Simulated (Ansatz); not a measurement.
# C3H5FO2S: the cost of one run

Method: RKS PBE0-D4/def2-SVP, in Ansatz 0.2.0.

## Step 1: The structure to begin with

Bond lengths: C1–C2 1.537 Å, C2–O3 1.227 Å, C2–O4 1.342 Å, O4–C5 1.405 Å, C5–F6 1.385 Å, C5–S7 1.838 Å, C1–H8 1.073 Å, C1–H9 1.076 Å, C1–H10 1.132 Å, C5–H11 1.067 Å, S7–H12 1.325 Å. Angles (14 of 17 angles, heavy atoms first): C1–C2–O3 124.0°, C1–C2–O4 111.8°, O3–C2–O4 124.0°, C2–O4–C5 114.8°, O4–C5–F6 107.4°, O4–C5–S7 109.6°, F6–C5–S7 107.1°, C2–C1–H8 106.6°, C2–C1–H9 108.8°, C2–C1–H10 105.1°, O4–C5–H11 114.8°, F6–C5–H11 105.2°, S7–C5–H11 112.2°, C5–S7–H12 94.5°.

Coordinates:

```xyz
12

C    -0.1696   -2.0599   -0.0476
C    -0.0806   -0.5696   -0.4149
O     0.2608   -0.1532   -1.5178
O    -0.3323    0.2198    0.6410
C    -0.3157    1.5977    0.3648
F    -1.1421    2.2153    1.2883
S     1.3787    2.2591    0.6291
H     0.0659   -2.6103   -0.9385
H     0.4759   -2.2501    0.7919
H    -1.2472   -2.2251    0.2572
H    -0.7101    1.8676   -0.5888
H     1.8934    1.6535   -0.4306
```

## Step 2: Relaxing end A

File input.yaml:

```yaml
crystal:
  periodic: [false, false, false]
  atoms:
    - { symbol: C, position_ang: [-0.1696, -2.0599, -0.0476] }
    - { symbol: C, position_ang: [-0.0806, -0.5696, -0.4149] }
    - { symbol: O, position_ang: [0.2608, -0.1532, -1.5178] }
    - { symbol: O, position_ang: [-0.3323, 0.2198, 0.641] }
    - { symbol: C, position_ang: [-0.3157, 1.5977, 0.3648] }
    - { symbol: F, position_ang: [-1.1421, 2.2153, 1.2883] }
    - { symbol: S, position_ang: [1.3787, 2.2591, 0.6291] }
    - { symbol: H, position_ang: [0.0659, -2.6103, -0.9385] }
    - { symbol: H, position_ang: [0.4759, -2.2501, 0.7919] }
    - { symbol: H, position_ang: [-1.2472, -2.2251, 0.2572] }
    - { symbol: H, position_ang: [-0.7101, 1.8676, -0.5888] }
    - { symbol: H, position_ang: [1.8934, 1.6535, -0.4306] }
basis:
  gaussian: { orbitals: def2-SVP }
hamiltonian:
  xc: pbe0
  dispersion: d4
relax:
  f_tol: 0.015
  max_steps: 40
```

Command:

```
ansatz run input.yaml --threads 2 --pin off --max-ram 3072MiB --backend cpu --events-out ev --progress --plain --runs-dir out
```

**Question.** How long does this run take on 2 threads of Arm Neoverse V2, shared host, and how much memory does it need?

About 49 s, with a peak of 0.32 GiB.
